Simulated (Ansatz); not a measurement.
# C6ClF5: how energies converge with the basis set

An exercise on one series of results from a longer session: the logs are not shown, and one member is left open.

The runs use Ansatz 0.2.0, Gaussian basis; one geometry, several basis sets.

The runs, in order: PBE0-D4/def2-SVP; ωB97M-V/def2-SVP; PBE0-D4/def2-QZVPP; ωB97M-V/def2-QZVPP; the functionals' def2-TZVPP values are taken from earlier runs.

**The relaxed structure**

The geometry comes from an earlier relaxation with PBE0-D4 in a triple-zeta def2 set; it is a stationary point, not always the lowest conformer.

SMILES `Fc1c(F)c(F)c(Cl)c(F)c1F`, 12 atoms, charge 0, spin multiplicity 1.

Atoms are counted from 1 here; the program's logs count them from 0.

Bond lengths: F1–C2 1.321 Å, C2–C3 1.385 Å, C2–C11 1.385 Å, C3–F4 1.323 Å, C3–C5 1.384 Å, C5–F6 1.321 Å, C5–C7 1.388 Å, C7–Cl8 1.704 Å, C7–C9 1.388 Å, C9–F10 1.321 Å, C9–C11 1.384 Å, C11–F12 1.323 Å. Angles: F1–C2–C3 120.0°, F1–C2–C11 120.0°, C3–C2–C11 119.9°, C2–C3–F4 119.9°, C2–C3–C5 119.9°, F4–C3–C5 120.2°, C3–C5–F6 118.9°, C3–C5–C7 120.7°, F6–C5–C7 120.4°, C5–C7–Cl8 120.6°, C5–C7–C9 118.9°, Cl8–C7–C9 120.6°, C7–C9–F10 120.4°, C7–C9–C11 120.7°, F10–C9–C11 118.9°, C2–C11–C9 119.9°, C2–C11–F12 119.9°, C9–C11–F12 120.2°.

The first run:

The input, in.yaml:

```yaml
crystal:
  periodic: [false, false, false]
  atoms:
    - {symbol: F, position_ang: [-0.368029, -1.948363, -1.887050]}
    - {symbol: C, position_ang: [-0.187330, -1.010321, -0.975011]}
    - {symbol: C, position_ang: [-0.919051, 0.164274, -1.034409]}
    - {symbol: F, position_ang: [-1.798699, 0.345451, -2.005210]}
    - {symbol: C, position_ang: [-0.726959, 1.145375, -0.076618]}
    - {symbol: F, position_ang: [-1.435081, 2.258296, -0.151486]}
    - {symbol: C, position_ang: [0.193530, 0.966788, 0.947294]}
    - {symbol: Cl, position_ang: [0.426603, 2.176702, 2.123671]}
    - {symbol: C, position_ang: [0.920791, -0.214870, 0.995944]}
    - {symbol: F, position_ang: [1.804541, -0.416068, 1.957266]}
    - {symbol: C, position_ang: [0.734045, -1.200384, 0.041631]}
    - {symbol: F, position_ang: [1.432536, -2.321983, 0.098076]}
basis:
  gaussian: {orbitals: def2-SVP}
hamiltonian: {xc: pbe0, dispersion: d4}
output: {orbitals: {seedname: orbitals}}
```

Command:

```bash
ansatz run in.yaml --threads 4 --pin off --events-out ev --progress --plain --max-ram 63488MiB --backend cpu
```

Steps of the session up to this table: PBE0-D4 in def2-SVP; ωB97M-V in def2-SVP; PBE0-D4 in def2-QZVPP; ωB97M-V in def2-QZVPP.

One of the session's tables, all rows but one given; the rest of the session is left out.

It belongs to the step «Functionals by basis». 

```
functional       basis  HOMO (eV)
   PBE0-D4    def2-SVP      -7.72
   PBE0-D4  def2-TZVPP      -7.75
   PBE0-D4  def2-QZVPP      -7.79
   ωB97M-V    def2-SVP      -9.74
   ωB97M-V  def2-TZVPP          ?
   ωB97M-V  def2-QZVPP      -9.85
```

**Question.** Estimate the row for ωB97M-V, def2-TZVPP.

The run gave: HOMO (eV): -9.81. In the column «HOMO (eV)» it lies between ωB97M-V, def2-QZVPP (-9.85) and ωB97M-V, def2-SVP (-9.74).
